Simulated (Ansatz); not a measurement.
# BrFHInS: a ladder of functionals and wavefunction methods

The task here is to estimate one member of a computed series from the others.

Method: functionals in def2-TZVPP, the program's frozen cores in correlated methods; program: Ansatz 0.2.0, Gaussian basis.

Levels to be run: LDA (SPW92), PBE-D4, revPBE-D4, BLYP-D4, r2SCAN-D4, B97M-V, PBE0-D4, B3LYP-D4, r2SCANh-D4, r2SCAN0-D4, HSE06-D4, BHLYP-D4, CAM-B3LYP-D4, LC-ωPBE, ωB97X-V, ωB97M-V, B2PLYP, PBE-QIDH; CCSD(T)/def2-SVP; CCSD(T)/def2-TZVPP; MP2/def2-QZVPP; extrapolation to the limit; RPA on PBE.

## The relaxed structure

The geometry comes from an earlier relaxation with PBE0-D4 in a triple-zeta def2 set; it is a stationary point. In takes the def2 core potential; no spin-orbit term is included.

SMILES `[F][In]([SH])[Br]`, 5 atoms, charge 0, spin multiplicity 1.

Atoms are counted from 1 here; the program's logs count them from 0.

Bond lengths: F1–In2 1.935 Å, In2–S3 2.351 Å, In2–Br4 2.439 Å, S3–H5 1.345 Å. Angles: F1–In2–S3 118.0°, F1–In2–Br4 115.3°, S3–In2–Br4 126.7°, In2–S3–H5 92.1°.

The first run:

Input file in.yaml:

```yaml
crystal:
  periodic: [false, false, false]
  atoms:
    - {symbol: F, position_ang: [-1.138664, -1.053134, 1.896820]}
    - {symbol: In, position_ang: [-0.328281, -0.383136, 0.272071]}
    - {symbol: S, position_ang: [1.106092, 1.472228, 0.439117]}
    - {symbol: Br, position_ang: [-0.929249, -1.583198, -1.764091]}
    - {symbol: H, position_ang: [1.340003, 1.473640, -0.885318]}
basis:
  gaussian: {orbitals: def2-TZVPP}
hamiltonian: {xc: lda}
output: {orbitals: {seedname: orbitals}}
```

Steps of the session up to this table: LDA; PBE-D4 (GGA); revPBE-D4 (GGA); BLYP-D4 (GGA); r2SCAN-D4 (meta-GGA); B97M-V (meta-GGA); PBE0-D4 (hybrid); B3LYP-D4 (hybrid); r2SCANh-D4 (hybrid); r2SCAN0-D4 (hybrid); HSE06-D4 (hybrid); BHLYP-D4 (hybrid); CAM-B3LYP-D4 (range-separated); LC-ωPBE-D4 (range-separated; the results give it without D4); ωB97X-V (range-separated); ωB97M-V (range-separated); B2PLYP (double hybrid); PBE-QIDH (double hybrid).

One table of the session follows, with a row left open; its other results are not shown here.

It belongs to the step «Frontier levels by functional». 

```
  functional  HOMO (eV)  LUMO (eV)  gap (eV)
 LDA (SPW92)      -7.27      -3.77      3.50
      PBE-D4      -7.09      -3.43      3.66
   revPBE-D4          ?          ?         ?
     BLYP-D4      -6.93      -3.39      3.54
   r2SCAN-D4      -7.40      -3.25      4.15
      B97M-V      -7.43      -3.25      4.18
     PBE0-D4      -8.34      -2.59      5.75
    B3LYP-D4      -8.09      -2.89      5.19
  r2SCANh-D4      -7.86      -2.94      4.92
  r2SCAN0-D4      -8.54      -2.48      6.07
    HSE06-D4      -7.94      -2.95      4.98
    BHLYP-D4      -9.42      -1.73      7.69
CAM-B3LYP-D4      -9.66      -1.66      8.00
     LC-ωPBE     -11.07      -0.39     10.68
     ωB97X-V     -10.69      -0.54     10.15
     ωB97M-V     -10.53      -0.67      9.86
```

Estimate the missing values for revPBE-D4.

**Answer.** HOMO (eV): -7.03; LUMO (eV): -3.31; gap (eV): 3.72. In the column «HOMO (eV)» it lies between PBE-D4 (-7.09) and BLYP-D4 (-6.93).
